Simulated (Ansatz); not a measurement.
B₂H₆SSi, SMILES BB([SiH3])S, a rigid scan of one bond length

Program: the Python package of Ansatz (0.2.0).

`run_scan.py`
```python
"""Potential curve of B2H6SSi along one bond."""

import ansatz
import numpy as np

GEOMETRY = """
B    -1.33180    0.88270   -0.58590
B     0.01670    0.04670   -0.49170
Si    0.36060   -0.99310    1.08660
S     1.32880    0.07960   -1.91410
H    -1.60300    1.55850   -1.58340
H    -2.15560    0.93430    0.29210
H     1.71630   -1.67020    0.95390
H    -0.62890   -1.97870    1.27910
H     0.44090   -0.08590    2.31070
H     1.93910    1.17490   -1.34430
"""

mol = ansatz.Crystal.molecule()
for line in GEOMETRY.strip().splitlines():
    symbol, *xyz = line.split()
    mol = mol.atom(symbol, [float(v) for v in xyz])

symbols = [site.symbol for site in mol.cartesian_sites]
start = np.array([site.position_ang for site in mol.cartesian_sites])
axis = (start[9] - start[3]) / np.linalg.norm(start[9] - start[3])
moving = [9]
lengths, energies = [1.212, 1.267, 1.322, 1.377, 1.432, 1.487, 1.543, 1.625], []
for length in lengths:
    xyz = start.copy()
    xyz[moving] += (length - np.linalg.norm(start[9] - start[3])) * axis
    point = ansatz.Crystal.molecule()
    for symbol, place in zip(symbols, xyz):
        point = point.atom(symbol, place.tolist())
    calculation = point.calculation()
    calculation = calculation.basis(gaussian="cc-pVDZ")
    calculation = calculation.functional("r2scan", dispersion="d3bj").accuracy("medium")
    r = calculation.run(threads=1, pin="off").report
    energies.append(r["free_energy_ev"])
    print(f"r = {length:6.3f} A  E = {energies[-1]:.5f} eV  <S^2> = {abs(r['mean_field']['state']['spin_squared']):.3f}")

# quartic fit about the minimum
fit = np.polynomial.Polynomial.fit(lengths, np.array(energies) - min(energies), 4).convert()
roots = [r.real for r in fit.deriv().roots() if abs(r.imag) < 1e-9 and fit.deriv(2)(r.real) > 0]
r_e = min(roots, key=lambda r: abs(r - lengths[int(np.argmin(energies))]))
print(f"minimum of the fit at {r_e:.4f} A, force constant {fit.deriv(2)(r_e):.2f} eV/A^2")
```

```console
$ python run_scan.py
DeckWarning: the engine holds no damping parameters fitted to this dispersion correction and functional, so the run takes those fitted to r2scan beside the three-body term, which d3bj leaves out (hamiltonian.dispersion, under Limitations)
r =  1.212 A  E = -20157.76890 eV  <S^2> = 0.000
r =  1.267 A  E = -20158.00333 eV  <S^2> = 0.000
r =  1.322 A  E = -20158.11346 eV  <S^2> = 0.000
r =  1.377 A  E = -20158.12934 eV  <S^2> = 0.000
r =  1.432 A  E = -20158.07441 eV  <S^2> = 0.000
r =  1.487 A  E = -20157.96692 eV  <S^2> = 0.000
r =  1.543 A  E = -20157.81815 eV  <S^2> = 0.000
r =  1.625 A  E = -20157.55216 eV  <S^2> = 0.000
minimum of the fit at 1.3597 A, force constant 25.73 eV/A^2
```
(Warnings from the package without file and line.)

Reading the output:
- The settings weren't tested for convergence.
- The rest of the molecule is held rigid at a force-field or estimated start geometry, and the basis set is modest; single-reference methods fail as a bond breaks.
- The orbitals are restricted, so S² is zero by construction.
- A dispersion term here runs with damping parameters fitted for another variant or functional.
- Run time: 40 s on 1 thread of Arm Neoverse V2, on a shared host, peak memory 0.22 GiB.
